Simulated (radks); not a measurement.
**Gd⁺ in [Xe] 4f7 5d1 6s1: an all-electron calculation**

Aim: the levels, the sizes of the orbitals and the parts of the energy of the gadolinium ion Gd+.

Method: Dirac Kohn-Sham, PBEsol, spin-unpolarised, spherical densities, point nucleus; open shells fill j = l - 1/2 first. Code: radks (a radial shooting solver on a logarithmic mesh, Libxc functionals) version 1.

## 1. The system

| Property | Result |
| --- | --- |
| element | gadolinium (Z = 64) |
| charge | +1 |
| electrons | 63 |
| configuration | [Xe] 4f7 5d1 6s1 |

## 2. The calculation

Input:

```text
Z 64
configuration [Xe] 4f7 5d1 6s1
relativity Dirac
functional pbe_sol,pbe_sol
spin unpolarised
j_filling energy
nucleus point
c 137.035999084
```

On the command line:

```
python run_ks.py task.json out
```

The same process makes all the runs of this session.

What does the calculation give?

The runs gave:

| quantity | value |
| --- | --- |
| total energy | -11276.0882 hartree |
| exchange-correlation share of it | 2.18 % |
| −T/E | 1.0906 |
| highest occupied level | 5d3/2, -8.561 eV |
| most extended occupied level | 6s1/2, <r> = 3.65 bohr |
| radius at density 0.001 e/bohr³ | 4.58 bohr |
| maxima of the radial density | 4 |
| ionisation energy, NIST | 12.08 (semi-emp.) eV |

**Reading.** 6 principal shells are occupied and 4 maxima appear in the radial density; where shells overlap, one shows as a shoulder or not at all. −T/E is 1.091: with relativity the kinetic term as defined here no longer equals −E. Minus the highest eigenvalue, 8.561 eV, is 71 % of the tabulated ionisation energy (12.08 eV); the potential of a semilocal functional falls off too fast, so its top eigenvalue is too shallow. Spin polarisation and multiplet splitting are left out.
